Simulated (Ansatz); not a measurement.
# CH5ClGaNOSi: small, medium and large basis sets

An exercise on one series of results from a longer session: the logs are not shown, and one member is left open.

Method: one geometry, several basis sets; program: Ansatz 0.2.0, Gaussian basis.

Plan: PBE0-D4/def2-SVP; ωB97M-V/def2-SVP; PBE0-D4/def2-QZVPP; ωB97M-V/def2-QZVPP; the functionals' def2-TZVPP values are taken from earlier runs.

### Structure used throughout

An earlier PBE0-D4 in a triple-zeta def2 set relaxation fixed the geometry.

SMILES `[SiH3]O/C=[N]\[GaH][Cl]`, 11 atoms, charge 0, spin multiplicity 1.

Atoms are counted from 1 here; the program's logs count them from 0.

Bond lengths: Si1–O2 1.660 Å, Si1–H7 1.505 Å, Si1–H8 1.475 Å, Si1–H9 1.481 Å, O2–C3 1.366 Å, C3–N4 1.243 Å, C3–H10 1.093 Å, N4–Ga5 1.836 Å, Ga5–Cl6 2.148 Å, Ga5–H11 1.548 Å. Angles: O2–Si1–H7 111.5°, O2–Si1–H8 106.1°, O2–Si1–H9 110.6°, H7–Si1–H8 108.5°, H7–Si1–H9 107.2°, H8–Si1–H9 113.0°, Si1–O2–C3 121.9°, O2–C3–N4 127.6°, O2–C3–H10 109.2°, N4–C3–H10 123.2°, C3–N4–Ga5 135.4°, N4–Ga5–Cl6 113.6°, N4–Ga5–H11 125.0°, Cl6–Ga5–H11 119.8°.

The first run:

in.yaml

```yaml
crystal:
  periodic: [false, false, false]
  atoms:
    - {symbol: Si, position_ang: [-0.038257, -1.509997, -0.337622]}
    - {symbol: O, position_ang: [1.141902, -0.576175, -1.037691]}
    - {symbol: C, position_ang: [1.444803, 0.672277, -0.572121]}
    - {symbol: N, position_ang: [0.776396, 1.374973, 0.205225]}
    - {symbol: Ga, position_ang: [-0.897904, 1.268722, 0.951886]}
    - {symbol: Cl, position_ang: [-2.414473, 2.267671, -0.195594]}
    - {symbol: H, position_ang: [-1.300985, -0.724022, -0.107863]}
    - {symbol: H, position_ang: [-0.327880, -2.591662, -1.297801]}
    - {symbol: H, position_ang: [0.410337, -2.012432, 0.981181]}
    - {symbol: H, position_ang: [2.399434, 0.992838, -0.998280]}
    - {symbol: H, position_ang: [-1.193362, 0.837806, 2.408669]}
basis:
  gaussian: {orbitals: def2-SVP}
hamiltonian: {xc: pbe0, dispersion: d4}
output: {orbitals: {seedname: orbitals}}
```

Started as:

```
ansatz run in.yaml --threads 2 --pin off --events-out ev --progress --plain --max-ram 22528MiB --backend cpu
```

Among the steps run: PBE0-D4 in def2-SVP; ωB97M-V in def2-SVP; PBE0-D4 in def2-QZVPP; ωB97M-V in def2-QZVPP.

One of the session's tables, all rows but one given; the rest of the session is left out.

It belongs to the step «Density functionals: the series». 

| functional | basis | HOMO (eV) |
| --- | --- | --- |
| PBE0-D4 | def2-SVP | -7.57 |
| PBE0-D4 | def2-TZVPP | -7.63 |
| PBE0-D4 | def2-QZVPP | -7.66 |
| ωB97M-V | def2-SVP | -9.82 |
| ωB97M-V | def2-TZVPP | -9.91 |
| ωB97M-V | def2-QZVPP | ? |

Estimate the missing values for ωB97M-V, def2-QZVPP.

As computed: HOMO (eV): -9.94. In the column «HOMO (eV)» it is the lowest.
